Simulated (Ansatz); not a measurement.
# GeAsH5 + NH3: a complex and its separated parts

Aim: how far the complex at one end of a reaction step lies below its separated, relaxed parts, level by level.

Program: Ansatz 0.2.0, Gaussian basis. Level of theory: PBE0-D4/def2-TZVP structures, single points in def2-TZVPP, no counterpoise correction. These are calculated values, not measurements.

Levels: SPW92, PBE-D4, BLYP-D4, r2SCAN-D4, B97M-V, PBE0-D4, B3LYP-D4, r2SCAN0-D4, BHLYP-D4, CAM-B3LYP-D4, wB97X-V, wB97M-V, B2PLYP, PBE-QIDH, RPA on PBE, Hartree-Fock, MP2, CCSD, CCSD(T).

Cores are frozen in the correlated methods. Filled d shells of the heavier atoms are correlated. B3LYP uses VWN-RPA correlation. B2PLYP carries no dispersion term here.

94 further runs of the same task are left out: 94 set aside as unsound or not needed. Runs told in other sessions of the task aren't counted.

## (1) The starting structure

The complex: 11 atoms, charge 0, spin multiplicity 1.

Atoms are counted from 1 here; the program's logs count them from 0.

Bond lengths: Ge1–H3 1.536 Å, Ge1–H4 1.538 Å, Ge1–H5 1.544 Å, Ge1–As7 2.422 Å, N2–H6 1.013 Å, N2–H8 1.013 Å, N2–H9 1.013 Å, As7–H10 1.527 Å, As7–H11 1.519 Å. Angles: H3–Ge1–H4 109.1°, H3–Ge1–H5 108.3°, H3–Ge1–As7 112.4°, H4–Ge1–H5 107.5°, H4–Ge1–As7 109.4°, H5–Ge1–As7 110.0°, H6–N2–H8 107.3°, H6–N2–H9 107.2°, H8–N2–H9 107.3°, Ge1–As7–H10 93.7°, Ge1–As7–H11 92.9°, H10–As7–H11 91.9°.

As a file:

```xyz
11

Ge   -1.4832   -0.0550    0.0838
N     1.6519   -0.4756    0.9004
H    -1.2372    1.0068    1.1665
H    -1.2710   -1.4520    0.6909
H    -2.9582    0.0381   -0.3615
H     2.5116   -0.0539    0.5708
As   -0.0231    0.2226   -1.8287
H     1.5582   -0.2399    1.8809
H     1.7702   -1.4798    0.8429
H    -1.0746    0.9662   -2.6493
H     0.5555    1.5224   -1.2967
```

Its parts: GeAsH5 holds atoms 1, 3, 4, 5, 7, 10, 11; NH3 holds atoms 2, 6, 8, 9. Each part counts its atoms afresh in its own runs.

## (2) Relaxing GeAsH5 alone

relax-a/in.yaml

```yaml
crystal:
  periodic: [false, false, false]
  atoms:
    - {symbol: Ge, position_ang: [-1.483188, -0.055002, 0.083813]}
    - {symbol: H, position_ang: [-1.237183, 1.006757, 1.166475]}
    - {symbol: H, position_ang: [-1.270971, -1.452035, 0.690876]}
    - {symbol: H, position_ang: [-2.958231, 0.038141, -0.361481]}
    - {symbol: As, position_ang: [-0.023127, 0.222593, -1.828664]}
    - {symbol: H, position_ang: [-1.074629, 0.966231, -2.649336]}
    - {symbol: H, position_ang: [0.555517, 1.522429, -1.296688]}
basis:
  gaussian: {orbitals: def2-TZVP}
hamiltonian: {xc: pbe0, dispersion: d4}
relax: {f_tol: 0.005, max_steps: 200}
```

Launch:

```console
$ ansatz run in.yaml --threads 8 --pin off --events-out ev --progress --plain --max-ram 19148MiB
```

Further steps of the session: Relaxing NH3 alone; SPW92/def2-TZVPP; PBE-D4/def2-TZVPP; BLYP-D4/def2-TZVPP; r2SCAN-D4/def2-TZVPP; B97M-V/def2-TZVPP; PBE0-D4/def2-TZVPP; B3LYP-D4/def2-TZVPP; r2SCAN0-D4/def2-TZVPP; BHLYP-D4/def2-TZVPP; CAM-B3LYP-D4/def2-TZVPP; wB97X-V/def2-TZVPP; wB97M-V/def2-TZVPP; B2PLYP/def2-TZVPP; PBE-QIDH/def2-TZVPP; RPA on PBE/def2-TZVPP; CCSD(T)/def2-TZVPP; Vibrations of GeAsH5; Vibrations of NH3.

Q: Predict the outcome of this session. Wanted: complex less parts, CCSD(T)/def2-TZVPP; with zero-point energy; largest T1 diagnostic.

The runs gave:

| quantity | value |
| --- | --- |
| complex less parts, CCSD(T)/def2-TZVPP | -13.1 kJ/mol |
| with zero-point energy | -8.2 kJ/mol |
| largest T1 diagnostic | 0.011 |

What this shows: At CCSD(T) the complex lies 13.1 kJ/mol below its parts. The functionals run from r2SCAN-D4, off by -0.5 kJ/mol, to SPW92, off by -9.1 kJ/mol, against CCSD(T). By rung, the mean size of the error is: LDA 9.1, GGA 2.1, meta-GGA 1.6, hybrid 1.7, range-separated hybrid 1.8, double hybrid 3.3 kJ/mol. The double hybrids carry no dispersion term here, unlike the levels marked D4 or V. PBE-D4 gives a relative energy 2.4 kJ/mol too low, inside chemical accuracy (1 kcal/mol, 4.2 kJ/mol). No counterpoise was applied, and triple zeta lacks some correlation, so the CCSD(T) reference has a basis error of its own, and close matches with it are partly luck.
